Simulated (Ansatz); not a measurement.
**Zinc, diamond under BLYP: ground state and equation of state**

What does BLYP give for zinc in the diamond structure? We relax it, solve it on a dense k-mesh, then scale the cell to 7 volumes from 88 to 112 % of the relaxed one and try a fit of the equation of state. Spin polarisation is left out. The k-meshes are 10×10×10 for the relaxation; 15×15×15 for the dense run; 10×10×10 for the volumes.

This is Zn in the diamond structure; at room conditions it is hcp.

Method: DFT BLYP, plane waves (420 eV) with PAW, scalar-relativistic; the PAW data stem from PBE, with regenerated cores, in Ansatz 0.2.0.

## 1. Starting point

The structure is cubic, space group Fd-3m (No. 227). The conventional cell has a = 5.477 Å, b = 5.477 Å, c = 5.477 Å, α = 90.00°, β = 90.00°, γ = 90.00°. Around Zn (site symmetry -43m) lie 4 Zn at 2.37 Å.

Coordinates:

```cif
data_structure
_symmetry_space_group_name_H-M 'Fd-3m:1'
_symmetry_Int_Tables_number 227
_cell_length_a 5.4767
_cell_length_b 5.4767
_cell_length_c 5.4767
_cell_angle_alpha 90.000
_cell_angle_beta 90.000
_cell_angle_gamma 90.000
_cell_volume 164.27
loop_
_atom_site_label
_atom_site_type_symbol
_atom_site_symmetry_multiplicity
_atom_site_Wyckoff_symbol
_atom_site_fract_x
_atom_site_fract_y
_atom_site_fract_z
_atom_site_occupancy
Zn1 Zn 8 b 0.75000 0.75000 0.75000 1
```

## 2. Relaxation of the cell

Contents of input.yaml:

```yaml
crystal:
  lattice:
    - [0.0, 2.7383746181, 2.7383746181]
    - [2.7383746181, 0.0, 2.7383746181]
    - [2.7383746181, 2.7383746181, 0.0]
  atoms:
    - { symbol: Zn, position: [0.125, 0.125, 0.125] }
    - { symbol: Zn, position: [0.875, 0.875, 0.875] }
hamiltonian:
  xc: blyp
  pseudopotentials:
    kind: paw
    azcp:
      Zn: "pseudopotentials/Zn.paw.azcp"
basis:
  ecutwfc: 420
  fft_grid_basis: typed
kpoints:
  mp_grid: { grid: [10, 10, 10], shift: [0, 0, 0] }
magnetization:
  spin_polarized: false
scf:
  occupations: { method: fermi_dirac, width: 0.1 }
relax:
  max_steps: 60
  f_tol: 0.01
  cell: {}
output:
  write_density: true
  write_potential: true
  elf: true
  volumetric_format: npy
```

The run is started by

```console
ansatz run input.yaml --threads 2 --pin off --max-ram 5120MiB --backend cpu --events-out ev --progress --plain --runs-dir out
```

After this run come: Single point on a dense mesh; The cell scaled to 88 % of its volume; The cell scaled to 92 % of its volume; The cell scaled to 96 % of its volume; The cell scaled to 100 % of its volume; The cell scaled to 104 % of its volume; The cell scaled to 108 % of its volume; The cell scaled to 112 % of its volume.

What does the calculation give? Wanted: space group; conventional cell; volume; shortest distance; gap on the mesh; relative to hcp; V₀, B₀, B₀′.

The runs gave:

| quantity | value |
| --- | --- |
| space group (spins left aside) | Fd-3m (No. 227) |
| conventional cell | a = 6.057 Å |
| volume | 27.773 Å³/atom |
| shortest distance | 2.623 Å |
| gap on the mesh | none (levels filled in part) |
| relative to hcp | +150 meV/atom |
| V₀, B₀, B₀′ | 27.773 Å³/atom, 15.9 GPa, 5.4 |

What this shows: The relaxation enlarged the cell by 35.3 % in volume. It lies 150 meV/atom above the element's reference form at the same level (hcp, from a run of its own). No gap shows: it is a metal or semimetal at this level. The fitted modulus is 15.9 GPa, a soft solid. Relaxation kept the symmetry; phonons were not checked.
